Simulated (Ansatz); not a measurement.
# C2H5BrOSi: a ladder of functionals and wavefunction methods

An exercise on one series of results from a longer session: the logs are not shown, and one member is left open.

Computed with Ansatz 0.2.0, Gaussian basis. Level: functionals in def2-TZVPP, the program's frozen cores in correlated methods.

The runs, in order: PBE-D4, r2SCAN-D4, PBE0-D4, B3LYP-D4, ωB97X-V, ωB97M-V, B2PLYP; CCSD(T)/def2-TZVPP; MP2/def2-QZVPP; extrapolation to the limit.

## The relaxed structure

All runs share one geometry, relaxed beforehand with PBE0-D4 in a triple-zeta def2 set.

SMILES `O[Si]1(Br)CC1`, 10 atoms, charge 0, spin multiplicity 1.

Atoms are counted from 1 here; the program's logs count them from 0.

Bond lengths: O1–Si2 1.630 Å, O1–H6 0.959 Å, Si2–Br3 2.210 Å, Si2–C4 1.816 Å, Si2–C5 1.807 Å, C4–C5 1.594 Å, C4–H7 1.086 Å, C4–H8 1.085 Å, C5–H9 1.086 Å, C5–H10 1.085 Å. Angles: Si2–O1–H6 117.8°, O1–Si2–Br3 111.2°, O1–Si2–C4 123.1°, O1–Si2–C5 119.4°, Br3–Si2–C4 118.7°, Br3–Si2–C5 120.7°, C4–Si2–C5 52.2°, Si2–C4–C5 63.6°, Si2–C4–H7 120.3°, Si2–C4–H8 121.2°, C5–C4–H7 114.8°, C5–C4–H8 115.3°, H7–C4–H8 112.5°, Si2–C5–C4 64.2°, Si2–C5–H9 119.9°, Si2–C5–H10 121.1°, C4–C5–H9 115.0°, C4–C5–H10 115.3° and more.

The first run:

in.yaml

```yaml
crystal:
  periodic: [false, false, false]
  atoms:
    - {symbol: O, position_ang: [-1.394074, 0.093622, 1.558163]}
    - {symbol: Si, position_ang: [-0.167077, -0.411404, 0.610751]}
    - {symbol: Br, position_ang: [0.668438, -2.324489, 1.334872]}
    - {symbol: C, position_ang: [-0.060816, -0.028718, -1.160910]}
    - {symbol: C, position_ang: [0.890857, 0.810998, -0.197010]}
    - {symbol: H, position_ang: [-2.065023, -0.547670, 1.799772]}
    - {symbol: H, position_ang: [-0.843363, 0.549223, -1.643979]}
    - {symbol: H, position_ang: [0.448448, -0.694811, -1.850080]}
    - {symbol: H, position_ang: [0.651905, 1.867932, -0.123469]}
    - {symbol: H, position_ang: [1.953705, 0.634118, -0.325209]}
basis:
  gaussian: {orbitals: def2-TZVPP}
hamiltonian: {xc: pbe, dispersion: d4}
output: {forces: true, orbitals: {seedname: orbitals}}
```

Command:

```
$ ansatz run in.yaml --threads 4 --pin off --events-out ev --progress --plain --max-ram 10444MiB
```

Among the steps run: PBE-D4 (GGA); r2SCAN-D4 (meta-GGA); PBE0-D4 (hybrid); B3LYP-D4 (hybrid); ωB97X-V (range-separated); ωB97M-V (range-separated); B2PLYP (double hybrid); CCSD(T) in def2-TZVPP; MP2 in def2-QZVPP.

One of the session's tables, all rows but one given; the rest of the session is left out.

It belongs to the step «Atomisation energies». 

```
            method  atomisation energy (kJ/mol)
            PBE-D4                       3867.1
         r2SCAN-D4                       3814.7
           PBE0-D4                       3804.4
          B3LYP-D4                       3769.1
           ωB97X-V                       3800.9
           ωB97M-V                       3801.1
            B2PLYP                       3740.4
     HF/def2-TZVPP                       2747.2
    MP2/def2-TZVPP                       3780.5
   CCSD/def2-TZVPP                       3629.4
CCSD(T)/def2-TZVPP                       3691.0
           MP2/CBS                       3891.6
       CCSD(T)/CBS                            ?
```

Q: Estimate the row for CCSD(T)/CBS from the others.

As computed: atomisation energy (kJ/mol): 3802.0. In the column «atomisation energy (kJ/mol)» it lies between ωB97M-V (3801.1) and PBE0-D4 (3804.4).

Limits of these values: Free atoms (1 O, 1 Si, 1 Br, 2 C, 5 H) were run apart at each level; the atomisation energy is their sum less the molecule, without zero-point or spin-orbit terms.
